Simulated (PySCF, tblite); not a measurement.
# C4H9AlO: geometry, infrared bands and NMR shifts

What infrared bands and NMR shifts should C4H9AlO (`C=CCC[O][AlH2]`) show?

Programs: tblite 0.8.0 and PySCF 2.14.0, with density-fitted response routines of our own. Each step states its level of theory. These are calculated values for one molecule in the gas phase, unless marked as measured. Atoms count from 0, in the outputs and in this text.

## (1) The molecule as given

15 atoms, charge 0, multiplicity 1; geometry from: force field or distance geometry start.

Bonds of the start (Å): C0–C1 1.33, C1–C2 1.52, C2–C3 1.53, C3–O4 1.42, O4–Al5 1.86, C0–H6 1.09, C0–H7 1.09, C1–H8 1.08, C2–H9 1.11, C2–H10 1.11, C3–H11 1.11, C3–H12 1.10, Al5–H13 1.60, Al5–H14 1.61.

## (2) Optimising the geometry with GFN2-xTB

What the job is given:

```
{"job": {"kind": "relax", "xc": "GFN2-xTB", "basis": "xTB"}, "charge": 0, "multiplicity": 1}
C     -2.399100     0.930300     0.305200
C     -1.968800    -0.304800     0.084100
C     -0.644600    -0.793200     0.659000
C      0.531400    -0.136200    -0.069300
O      1.724000    -0.667600     0.476700
Al     3.179700     0.096200    -0.388600
H     -3.363500     1.247900    -0.104300
H     -1.820500     1.647800     0.891200
H     -2.574900    -1.004700    -0.471700
H     -0.598500    -1.893300     0.532500
H     -0.610700    -0.568900     1.742600
H      0.484000     0.955800     0.097000
H      0.449600    -0.372400    -1.139000
H      3.783700    -0.581100    -1.706600
H      3.823800     1.452400     0.184400
```

The run is started by

```
$ OMP_NUM_THREADS=1 python probes_run.py task.json out
```

One launch serves the whole session: the jobs run in the order shown.

**Question.** This job is followed by: GFN2-xTB harmonic vibrations, gas phase; GIAO PBE0/pcSseg-1 NMR shielding, non-relativistic, gas phase. Predict these results of the whole session: strongest single infrared mode (GFN2-xTB); zero-point energy (GFN2-xTB); 13C shifts against TMS (PBE0/pcSseg-1); 1H shifts against TMS (PBE0/pcSseg-1, means over atoms taken as alike); 17O shifts against H2O (PBE0/pcSseg-1); 27Al shifts against AlH4- (PBE0/pcSseg-1); surface potential, 1st and 99th percentile.

The runs gave:

| quantity | value |
| --- | --- |
| strongest single infrared mode (GFN2-xTB) | 1833 cm⁻¹, 501 km/mol |
| zero-point energy (GFN2-xTB) | 71.4 kcal/mol |
| 13C shifts against TMS (PBE0/pcSseg-1) | 142.6, 123.9, 70.8, 47.7 ppm |
| 1H shifts against TMS (PBE0/pcSseg-1, means over atoms taken as alike) | 6.06, 5.58, 5.37, 4.45, 4.36, 2.58 ppm |
| 17O shifts against H2O (PBE0/pcSseg-1) | 93.5 ppm |
| 27Al shifts against AlH4- (PBE0/pcSseg-1) | 91.4 ppm |
| surface potential, 1st and 99th percentile | -0.62 V and 2.56 V |

The optimisation took 97 steps and gained 1.186 eV; among the close pairs (by a distance rule), O4–Al5 changed most, from 1.858 to 1.641 Å. The lowest mode is slightly imaginary (18i cm⁻¹), a soft motion within the noise of the Hessian, so the minimum is not strictly shown. The strongest single mode, at 1833 cm⁻¹, moves mainly H13 and H14. Unscaled tight-binding wavenumbers are off by several per cent, some by more. Its intensities can rank the bands wrongly. The most deshielded carbon is C1 (alkene CH), at 142.6 ppm: an sp2 carbon of a C=C bond. H8 (hydrogen on an alkene CH) lies farthest downfield among hydrogen, at 6.06 ppm; a vinylic proton, deshielded by the sp2 carbon and the C=C anisotropy. At PBE0/pcSseg-1: The largest span, 238 ppm, is at C1, where the paramagnetic term is -212 ppm. At PBE0/pcSseg-1, counted by nearest atom on the grid, the HOMO lies on C0, C1 about 22 % each; O4 17 %, the LUMO on Al5 44 %; H13, H14 about 19 % each.
